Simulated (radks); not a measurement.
**Sc⁴⁺ in [Ne] 3s2 3p5: an all-electron calculation**

Aim: the levels, the sizes of the orbitals and the parts of the energy of the scandium ion Sc4+.

Program: radks (a radial shooting solver on a logarithmic mesh, Libxc functionals) version 1. Level of theory: scalar-relativistic Kohn-Sham, SCAN, spin-polarised, spherical densities, finite nucleus; open shells are filled with parallel spins first. These are calculated values, not measurements, unless marked.

## (1) The system

- element: scandium (Z = 21)
- charge: +4
- electrons: 17
- configuration: [Ne] 3s2 3p5
- nuclear rms radius: 3.5459 fm

Outer shells as boxes (Hund's rule):

Sc⁴⁺
```
[Ne] core
3s [↑↓]
3p [↑↓][↑↓][↑ ]
```

## (2) The calculation

Settings of this run:

```text
Z 21
configuration [Ne] 3s2 3p5
relativity scalar-relativistic
functional scan,scan
spin polarised
nucleus finite rms 3.5459 fm
c 137.035999084
```

Launch:

```
$ python run_ks.py task.json out
```

This one command runs every case of the session in turn.

What does the calculation give?

As calculated:

```
                        quantity                     value
                    total energy        -760.01657 hartree
exchange-correlation share of it                    4.96 %
                            −T/E                    1.0078
          highest occupied level       3p down, -83.037 eV
    most extended occupied level  3p down, <r> = 1.09 bohr
 radius at density 0.001 e/bohr³                 2.58 bohr
    maxima of the radial density                         3
         ionisation energy, NIST      91.95 (semi-emp.) eV
```

What this shows: The radial density shows 3 maxima for 3 occupied principal shells. −T/E is 1.008: with relativity the kinetic term as defined here no longer equals −E. Minus the highest eigenvalue, 83.037 eV, is 90 % of the tabulated ionisation energy (91.95 eV). Open shells are spherical and high-spin; term and fine-structure splittings are not resolved.
